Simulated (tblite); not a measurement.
# C8H13F: the cost of one run

Computed with tblite 0.8.0 and PySCF 2.14.0, with density-fitted response routines of our own, on a single molecule in the gas phase. Atoms count from 0, in the outputs and in this text.

### 1 The starting structure

22 atoms, charge 0, multiplicity 1; geometry from: force field or distance geometry start.

Bonds of the start (Å): C0–C1 1.52, C1–C2 1.51, C1–C3 1.54, C3–C4 1.54, C4–C5 1.49, C5–C6 1.34, C6–F7 1.35, C6–C8 1.44, C8–C5 1.45, C0–H9 1.11, C0–H10 1.09, C0–H11 1.09, C1–H12 1.11, C2–H13 1.10, C2–H14 1.08, C2–H15 1.09, C3–H16 1.09, C3–H17 1.11, C4–H18 1.10, C4–H19 1.09, C8–H20 1.08, C8–H21 1.08.

### 2 Relaxing the molecule with GFN2-xTB

The job: settings as JSON, then the geometry in Å.

```
{"job": {"kind": "relax", "xc": "GFN2-xTB", "basis": "xTB"}, "charge": 0, "multiplicity": 1}
C     -1.899900     1.086100     0.749900
C     -1.558500    -0.269800     0.145500
C     -2.654000    -0.729100    -0.794500
C     -0.203600    -0.252400    -0.594000
C      0.988300     0.039200     0.335700
C      2.260400    -0.070100    -0.425900
C      3.280100    -0.896100    -0.178500
F      3.225700    -1.728600     0.881800
C      3.545700     0.515800    -0.119500
H     -2.907300     1.064000     1.213800
H     -1.203000     1.377500     1.530600
H     -1.913400     1.866500    -0.015600
H     -1.503300    -1.001500     0.984100
H     -3.621400    -0.780000    -0.280400
H     -2.451800    -1.711600    -1.200500
H     -2.773500    -0.031400    -1.627100
H     -0.235600     0.478700    -1.397200
H     -0.052300    -1.245800    -1.057400
H      0.907000     1.060600     0.734900
H      0.983800    -0.642800     1.190500
H      3.679500     0.949900     0.865300
H      4.096700     0.940100    -0.942400
```

On the command line:

```sh
> OMP_NUM_THREADS=1 python probes_run.py task.json out
```

The driver reads the jobs from task.json and runs them one after another.

**Question.** How long does this first job take on 1 thread of Arm Neoverse N1, shared host, and how much memory does it need?

About 2.5 s, with a peak of 0.18 GiB.
